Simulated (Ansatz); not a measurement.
**CH5ClOSeSi: a ladder of functionals and wavefunction methods**

How much do the methods differ for CH5ClOSeSi? The plan is to run it at one geometry with functionals of several rungs and with coupled cluster, and see how far each lands from CCSD(T) at the basis-set limit for the atomisation energy.

Program: Ansatz 0.2.0, Gaussian basis. Level of theory: functionals in def2-TZVPP, the program's frozen cores in correlated methods. These are calculated values, not measurements.

The runs, in order: LDA (SPW92), PBE-D4, revPBE-D4, BLYP-D4, r2SCAN-D4, B97M-V, PBE0-D4, B3LYP-D4, r2SCANh-D4, r2SCAN0-D4, HSE06-D4, BHLYP-D4, CAM-B3LYP-D4, LC-ωPBE, ωB97X-V, ωB97M-V, B2PLYP, PBE-QIDH; CCSD(T)/def2-SVP; CCSD(T)/def2-TZVPP; MP2/def2-QZVPP; extrapolation to the limit; RPA on PBE.

**1. Structure used throughout**

All runs share one geometry, relaxed beforehand with PBE0-D4 in a triple-zeta def2 set.

10 atoms, charge 0, spin multiplicity 1.

Atoms are counted from 1 here; the program's logs count them from 0.

Bond lengths: O1–C2 1.416 Å, O1–H6 0.961 Å, C2–Si3 1.885 Å, C2–H7 1.100 Å, C2–H8 1.094 Å, Si3–Cl4 2.052 Å, Si3–Se5 2.269 Å, Si3–H9 1.484 Å, Se5–H10 1.470 Å. Angles: C2–O1–H6 109.0°, O1–C2–Si3 113.3°, O1–C2–H7 112.4°, O1–C2–H8 106.7°, Si3–C2–H7 108.8°, Si3–C2–H8 108.9°, H7–C2–H8 106.5°, C2–Si3–Cl4 108.8°, C2–Si3–Se5 111.3°, C2–Si3–H9 110.9°, Cl4–Si3–Se5 112.8°, Cl4–Si3–H9 107.7°, Se5–Si3–H9 105.2°, Si3–Se5–H10 92.3°.

**2. LDA**

This LDA is Slater exchange with PW92 correlation.

File in.yaml:

```yaml
crystal:
  periodic: [false, false, false]
  atoms:
    - {symbol: O, position_ang: [-0.141576, 0.128552, 2.081362]}
    - {symbol: C, position_ang: [-0.557220, 0.349238, 0.746186]}
    - {symbol: Si, position_ang: [0.544867, -0.497084, -0.527991]}
    - {symbol: Cl, position_ang: [2.470695, 0.166300, -0.280092]}
    - {symbol: Se, position_ang: [-0.231967, -0.175859, -2.635037]}
    - {symbol: H, position_ang: [-0.210495, -0.809044, 2.278663]}
    - {symbol: H, position_ang: [-1.598237, 0.039354, 0.574787]}
    - {symbol: H, position_ang: [-0.522830, 1.429857, 0.581361]}
    - {symbol: H, position_ang: [0.545512, -1.968551, -0.333186]}
    - {symbol: H, position_ang: [-0.215549, 1.286138, -2.483051]}
basis:
  gaussian: {orbitals: def2-TZVPP}
hamiltonian: {xc: lda}
output: {orbitals: {seedname: orbitals}}
```

Command:

```bash
ansatz run in.yaml --threads 4 --pin off --events-out ev --progress --plain --max-ram 10444MiB
```

After this run come: PBE-D4 (GGA); revPBE-D4 (GGA); BLYP-D4 (GGA); r2SCAN-D4 (meta-GGA); B97M-V (meta-GGA); B3LYP-D4 (hybrid); r2SCANh-D4 (hybrid); r2SCAN0-D4 (hybrid); HSE06-D4 (hybrid); BHLYP-D4 (hybrid); CAM-B3LYP-D4 (range-separated); LC-ωPBE (range-separated); ωB97X-V (range-separated); ωB97M-V (range-separated); B2PLYP (double hybrid); PBE-QIDH (double hybrid); CCSD(T) in def2-SVP; CCSD(T) in def2-TZVPP; MP2 in def2-QZVPP; RPA on PBE orbitals.

Before running them: what should the planned runs give, taken together? Wanted: atomisation energy, CCSD(T)/CBS; farthest beyond LDA; mean size of error, GGA; mean size of error, meta-GGA; mean size of error, hybrid; mean size of error, range-separated; mean size of error, double hybrid; gap, smallest and largest; T1 diagnostic.

**Answer**, as computed:

| quantity | value |
| --- | --- |
| atomisation energy, CCSD(T)/CBS | 3365.1 kJ/mol |
| functionals within 33.7 kJ/mol (1.0 %) | r2SCAN-D4, B97M-V, PBE0-D4, r2SCANh-D4, HSE06-D4, CAM-B3LYP-D4, ωB97X-V, ωB97M-V |
| farthest beyond LDA | BHLYP-D4 (-131.8 kJ/mol) |
| mean size of error, GGA | 42.0 kJ/mol |
| mean size of error, meta-GGA | 4.0 kJ/mol |
| mean size of error, hybrid | 47.0 kJ/mol |
| mean size of error, range-separated | 22.7 kJ/mol |
| mean size of error, double hybrid | 57.6 kJ/mol |
| gap, smallest and largest | 4.94 eV (BLYP-D4), 12.01 eV (LC-ωPBE) |
| T1 diagnostic | 0.0099 |
| triples share of the correlation energy | 3.8 % |

LDA overbinds by 498.5 kJ/mol (15 %). PBE-D4 misses by +42.6 kJ/mol. Double hybrids carry the basis error of their MP2 part in triple zeta, and no dispersion term here, so their miss is partly the set-up's. The rungs meta-GGA, range-separated miss on average by less than the doubt on the reference (33.7 kJ/mol), so they tie. Misses under about 33.7 kJ/mol are within the doubt on the reference itself, which lacks core-valence correlation, relativity and higher excitations, and its outer-core shells are covered unevenly. All levels share the lack of spin-orbit coupling, which lowers the free heavy atoms and so the true binding. Hartree-Fock recovers 70 % of the binding; the rest is correlation. CCSD(T) in def2-SVP is off by -263.1 kJ/mol, so the small basis spoils what the method gains. Orbital gaps span 4.9 to 12.0 eV; exact exchange widens them. Correlated methods include outer-core shells of Se, which these sets cover unevenly.
